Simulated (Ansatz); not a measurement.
**C7H12: small, medium and large basis sets**

Aim: see how fast density functionals converge with the basis set for C7H12.

Program: Ansatz 0.2.0, Gaussian basis. Level of theory: one geometry, several basis sets. These are calculated values, not measurements.

Levels to be run: PBE0-D4/def2-SVP; ωB97M-V/def2-SVP; PBE0-D4/def2-QZVPP; ωB97M-V/def2-QZVPP; the functionals' def2-TZVPP values are taken from earlier runs.

### Step 1. Structure used throughout

The geometry comes from an earlier relaxation with PBE0-D4 in a triple-zeta def2 set; it is a stationary point, not always the lowest conformer.

SMILES `C#CCCCCC`, 19 atoms, charge 0, spin multiplicity 1.

Atoms are counted from 1 here; the program's logs count them from 0.

Bond lengths: C1–C2 1.201 Å, C1–H8 1.064 Å, C2–C3 1.453 Å, C3–C4 1.532 Å, C3–H9 1.095 Å, C3–H10 1.095 Å, C4–C5 1.521 Å, C4–H11 1.094 Å, C4–H12 1.096 Å, C5–C6 1.521 Å, C5–H13 1.096 Å, C5–H14 1.096 Å, C6–C7 1.519 Å, C6–H15 1.097 Å, C6–H16 1.095 Å, C7–H17 1.094 Å, C7–H18 1.094 Å, C7–H19 1.092 Å. Angles: C2–C1–H8 179.5°, C1–C2–C3 178.9°, C2–C3–C4 113.2°, C2–C3–H9 108.9°, C2–C3–H10 108.8°, C4–C3–H9 109.4°, C4–C3–H10 110.1°, H9–C3–H10 106.1°, C3–C4–C5 114.4°, C3–C4–H11 108.5°, C3–C4–H12 107.8°, C5–C4–H11 109.3°, C5–C4–H12 109.7°, H11–C4–H12 106.7°, C4–C5–C6 114.5°, C4–C5–H13 108.5°, C4–C5–H14 109.1°, C6–C5–H13 109.0° and more.

### Step 2. PBE0-D4 in def2-SVP

Input file in.yaml:

```yaml
crystal:
  periodic: [false, false, false]
  atoms:
    - {symbol: C, position_ang: [0.715054, 2.164083, 2.268673]}
    - {symbol: C, position_ang: [0.824801, 1.959401, 1.090489]}
    - {symbol: C, position_ang: [0.931874, 1.700090, -0.335353]}
    - {symbol: C, position_ang: [-0.357293, 1.141125, -0.946555]}
    - {symbol: C, position_ang: [-0.845895, -0.151103, -0.310310]}
    - {symbol: C, position_ang: [0.121746, -1.317960, -0.430532]}
    - {symbol: C, position_ang: [-0.446569, -2.605873, 0.139718]}
    - {symbol: H, position_ang: [0.626340, 2.350222, 3.312537]}
    - {symbol: H, position_ang: [1.202508, 2.630116, -0.845511]}
    - {symbol: H, position_ang: [1.761767, 1.006947, -0.506875]}
    - {symbol: H, position_ang: [-1.138855, 1.902131, -0.865614]}
    - {symbol: H, position_ang: [-0.180089, 0.983057, -2.016047]}
    - {symbol: H, position_ang: [-1.798342, -0.429110, -0.775786]}
    - {symbol: H, position_ang: [-1.063661, 0.029661, 0.748330]}
    - {symbol: H, position_ang: [0.384222, -1.465169, -1.485418]}
    - {symbol: H, position_ang: [1.056468, -1.079240, 0.087642]}
    - {symbol: H, position_ang: [-0.690264, -2.489947, 1.199442]}
    - {symbol: H, position_ang: [-1.364933, -2.895264, -0.379048]}
    - {symbol: H, position_ang: [0.261132, -3.433176, 0.050230]}
basis:
  gaussian: {orbitals: def2-SVP}
hamiltonian: {xc: pbe0, dispersion: d4}
output: {orbitals: {seedname: orbitals}}
```

On the command line:

```bash
$ ansatz run in.yaml --threads 2 --pin off --events-out ev --progress --plain --max-ram 32768MiB --backend cpu
```

After this run come: ωB97M-V in def2-SVP; PBE0-D4 in def2-QZVPP; ωB97M-V in def2-QZVPP.

Q: Predict the results of all the runs planned. Wanted: PBE0-D4: double and triple zeta above quadruple; ωB97M-V: double and triple zeta above quadruple.

The runs gave:

| quantity | value |
| --- | --- |
| PBE0-D4: double and triple zeta above quadruple | 8.45, 0.42 eV |
| ωB97M-V: double and triple zeta above quadruple | 8.92, 0.40 eV |

In words: For PBE0-D4 the step from double to triple zeta gains 8.03 eV and the next only 0.42 eV. These are total energies; as a rule much of such shifts cancels in differences, which this series doesn't test. The LUMO of ωB97M-V is positive and keeps falling with the basis (3.23 to 1.82 eV): an unbound level that the basis holds in place.
